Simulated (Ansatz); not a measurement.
# InF3 (SMILES [F][In]([F])[F]) at MP2/def2-SVPD (core potential)

Aim: the vertical electron affinity of InF3 at MP2/def2-SVPD (core potential), from 2 runs. 

Program for the calculation: Ansatz 0.2.0.

27 further runs of the same task are left out: 27 set aside as unsound or not needed. Runs told in other sessions of the task aren't counted.

## (1) The system as given

The species is InF3 (4 atoms), meant as a singlet with charge 0. SMILES: `[F][In]([F])[F]`. The coordinates come from a PBE0-D4/def2-TZVP relaxation.

Bond lengths: F1–In2 1.918 Å, In2–F3 1.918 Å, In2–F4 1.918 Å. Angles: F1–In2–F3 120.0°, F1–In2–F4 120.0°, F3–In2–F4 120.0°.

## (2) A single-point energy at MP2/def2-SVPD (core potential)

Contents of input.yaml:

```yaml
crystal:
  periodic: [false, false, false]
  atoms:
    - {symbol: F, position_ang: [-1.305700, -0.375500, 1.339800]}
    - {symbol: In, position_ang: [0.013900, -0.015100, -0.005100]}
    - {symbol: F, position_ang: [1.768100, -0.777100, 0.143700]}
    - {symbol: F, position_ang: [-0.421000, 1.107400, -1.498700]}
basis:
  gaussian:
    orbitals: def2-SVPD
correlation:
  method: mp2
  frozen_orbitals: {F: 1, In: 4}
accuracy: high
```

Command:

```console
$ ansatz run input.yaml --threads 1 --pin off --max-ram 2610MiB --events-out events.jsonl --progress --plain --runs-dir runs
```

Standard output:

```text
Warning: RAYON_NUM_THREADS=1 ignored (pool sized by the plan → 1); use --threads N
Functional definition: HF
  name "HF"
  exchange = exact_x
  correlation = 0
2116 factors; integrals over basis functions are off by at most 1.3e-8 eV
mean field evaluation 1: about -13257.8139 eV, gradient 5.0e1 eV
mean field evaluation 2: about -13257.9113 eV, gradient 5.0e1 eV
mean field evaluation 4: about -13262.0769 eV, gradient 1.5e0 eV
mean field evaluation 8: about -13262.1009 eV, gradient 8.9e-2 eV
mean field evaluation 16: about -13262.1009 eV, gradient 1.6e-8 eV
mean field -13262.10088149 eV, -487.3732180199 hartree, gradient 1.6e-8 eV, S^2 0.000000; 0 other end points of the search recorded, 0 dependent functions left out
7 core orbitals not correlated: weight in the atoms' cores, before any rotation towards them, 1.000 or more for the frozen orbitals, at most 0.000 for the correlated occupied ones
reference -13262.10088149 eV, -487.3732180199 hartree; 17, 17 occupied and 77, 77 virtual orbitals, 2116 factors
second order -18.86818947 eV of doubles, -0.00000000 eV of singles
Total energy: -13280.96907096 eV, -488.0666111935 hartree
```

Wall time 4.8 s (1 thread of Arm Neoverse V1, shared host); peak memory 0.3 GiB.

## (3) The doublet anion

Contents of run.yaml:

```yaml
basis:
  gaussian: {orbitals: def2-SVPD}
crystal:
  periodic: [false, false, false]
  atoms:
    - {symbol: F, position_ang: [-1.305700, -0.375500, 1.339800]}
    - {symbol: In, position_ang: [0.013900, -0.015100, -0.005100]}
    - {symbol: F, position_ang: [1.768100, -0.777100, 0.143700]}
    - {symbol: F, position_ang: [-0.421000, 1.107400, -1.498700]}
total_charge: -1
magnetization: {spin_polarized: true, initial_magnetization: 1}
correlation: {method: mp2, frozen_orbitals: {F: 1, In: 4}}
accuracy: high
```

Command:

```console
$ ansatz run run.yaml --threads 1 --pin off --max-ram 2610MiB --events-out events.jsonl --progress --plain --runs-dir runs
```

Standard output:

```text
Warning: RAYON_NUM_THREADS=1 ignored (pool sized by the plan → 1); use --threads N
Functional definition: HF
  name "HF"
  exchange = exact_x
  correlation = 0
2116 factors; integrals over basis functions are off by at most 1.3e-8 eV
mean field evaluation 1: about -13261.6623 eV, gradient 1.5e1 eV
mean field evaluation 2: about -13261.6843 eV, gradient 1.5e1 eV
mean field evaluation 4: about -13262.6880 eV, gradient 1.5e0 eV
mean field evaluation 8: about -13262.7205 eV, gradient 1.4e-1 eV
mean field evaluation 16: about -13262.5695 eV, gradient 1.7e0 eV
mean field -13262.72089285 eV, -487.3960030171 hartree, gradient 2.3e-8 eV, S^2 0.753750; 2 other end points of the search recorded, 0 dependent functions left out
7 core orbitals not correlated: weight in the atoms' cores, before any rotation towards them, 1.000 or more for the frozen orbitals, at most 0.000 for the correlated occupied ones
reference -13262.72089285 eV, -487.3960030171 hartree; 18, 17 occupied and 76, 77 virtual orbitals, 2116 factors
second order -19.27254300 eV of doubles, -0.00000000 eV of singles
Total energy: -13281.99343585 eV, -488.1042559091 hartree
```

It took 8.4 s on 1 thread of Arm Neoverse V1, shared host; peak memory 0.39 GiB.

## (4) Summary of results

Level: MP2/def2-SVPD (core potential), 7 core orbitals frozen.

```
                                                  quantity          value
                                singlet InF3: total energy  -488.06661 Eh
 singlet InF3: correlation energy (7 core orbitals frozen)     -693.4 mEh
                               doublet anion: total energy  -488.10426 Eh
doublet anion: correlation energy (7 core orbitals frozen)     -708.3 mEh
          doublet anion: ⟨S²⟩ of the reference determinant          0.754
         vertical electron affinity (to the doublet anion)       1.024 eV
```

What this shows: At fixed nuclei the extra electron is bound by 1.02 eV (99 kJ/mol).
